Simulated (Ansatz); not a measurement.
Predict the output of the script below (the Ansatz DFT code, driven from Python).

The script, `cas_clk.py`:
```python
"""Active-space calculation on ClK."""

import ansatz as az

geometry = (
    az.Crystal.molecule()
    .atom("K", (0.0, 0.0, 0.0))
    .atom("Cl", (0.0, 0.0, 2.915))
)

model = (
    geometry.calculation()
    .basis(gaussian="def2-SVP")
    .correlation(active_electrons=6, active_orbitals=7)
)
for method in ["sc_nevpt2"]:
    data = (model if method is None else model.correlation(method)).run().report
    space = data["configurations"]
    state = space["states"][0]
    print(method or "casscf", f"total {data['free_energy_ev'] / 27.211386246:.6f} Ha, active-space state {state['energy']['hartree']:.6f} Ha, mean field {data['reference_energy_ev'] / 27.211386246:.6f} Ha")
    print("  determinants", state["n_determinants"], " natural occupations", [round(n, 3) for n in space["natural_occupations"]])
print("effectively unpaired electrons, sum of min(n, 2 - n):", round(sum(min(n, 2 - n) for n in space["natural_occupations"]), 3))
```

```console
$ python cas_clk.py
sc_nevpt2 total -1058.683070 Ha, active-space state -1058.565283 Ha, mean field -1058.506317 Ha
  determinants 617  natural occupations [1.986, 1.986, 1.98, 0.012, 0.012, 0.012, 0.01]
effectively unpaired electrons, sum of min(n, 2 - n): 0.095
```

Notes:
- Total energies depend on the basis set; only differences at equal settings carry meaning.
- The geometry is a force-field or estimated start, not a minimum of this method, and the basis set is short of its limit. The active space starts as a window about the frontier orbitals and is then optimised, not chosen by chemistry.
- Wall time of the script: 3.6 s on 1 thread of Arm Neoverse V1 (shared host), peak memory 0.15 GiB.
